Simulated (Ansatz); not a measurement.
# HfAl3N4: the cost of one run

Computed with Ansatz 0.2.0 (DFT PBE, scalar-relativistic, plane waves, PAW, unless a step's input says otherwise).

### 1 The system as given

It takes space group P4/mmm (No. 123, tetragonal). Conventional cell: a = 3.364 Å, b = 3.364 Å, c = 9.514 Å, α = 90.00°, β = 90.00°, γ = 90.00°. Hf (site symmetry 4/mmm) is surrounded by 6 N at 2.38 Å. Al (site symmetry 4mm) is surrounded by 6 N at 2.38 Å. Al (site symmetry 4/mmm) is surrounded by 6 N at 2.38 Å. Around N (site symmetry 4/mmm) lie 6 Al at 2.38 Å. Around N (site symmetry 4mm) lie 1 Hf at 2.38 Å and 5 Al at 2.38 Å. Around N (site symmetry 4/mmm) lie 2 Al at 2.38 Å and 4 Hf at 2.38 Å.

Coordinates:

```
Hf Al N
1.0
     3.36361    0.00000    0.00000
     0.00000    3.36361    0.00000
     0.00000    0.00000    9.51373
Hf Al N
1 3 4
Direct
  0.50000 0.50000 0.50000
  0.00000 0.00000 0.75000
  0.50000 0.50000 0.00000
  0.00000 0.00000 0.25000
  0.00000 0.00000 0.00000
  0.50000 0.50000 0.25000
  0.00000 0.00000 0.50000
  0.50000 0.50000 0.75000
```

The start is an ordering of an alloy on its end members' structure types: elements ordered on the sites of the HfN type, Hf/Al on Hf (P4/mmm, No. 123).

### 2 The guess as it stands, on a coarse mesh

Input file input.yaml:

```yaml
crystal:
  lattice:
    - [3.36361187, 0.0, 0.0]
    - [0.0, 3.36361187, 0.0]
    - [0.0, 0.0, 9.51373105]
  atoms:
    - { symbol: Hf, position: [0.5, 0.5, 0.5] }
    - { symbol: Al, position: [0.0, 0.0, 0.75] }
    - { symbol: Al, position: [0.5, 0.5, 0.0] }
    - { symbol: Al, position: [0.0, 0.0, 0.25] }
    - { symbol: "N", position: [0.0, 0.0, 0.0] }
    - { symbol: "N", position: [0.5, 0.5, 0.25] }
    - { symbol: "N", position: [0.0, 0.0, 0.5] }
    - { symbol: "N", position: [0.5, 0.5, 0.75] }
basis:
  ecutwfc: 420
kpoints:
  mp_grid: { grid: [6, 6, 2] }
hamiltonian:
  xc: pbe
scf:
  occupations: { method: gaussian, width: 0.1 }
  lower_state_search: "off"
output:
  forces: true
  stress: true
  eigenvalues: true
```

Launch:

```
$ ansatz run input.yaml --threads 1 --pin off --max-ram 2560MiB --backend cpu --events-out ev --progress --plain --runs-dir out
```

What time and memory should one allow on 1 thread of Intel Xeon Platinum 8259CL at 2.50GHz (Skylake/Cascade Lake), shared host?

About 4.8 s, with a peak of 0.44 GiB.
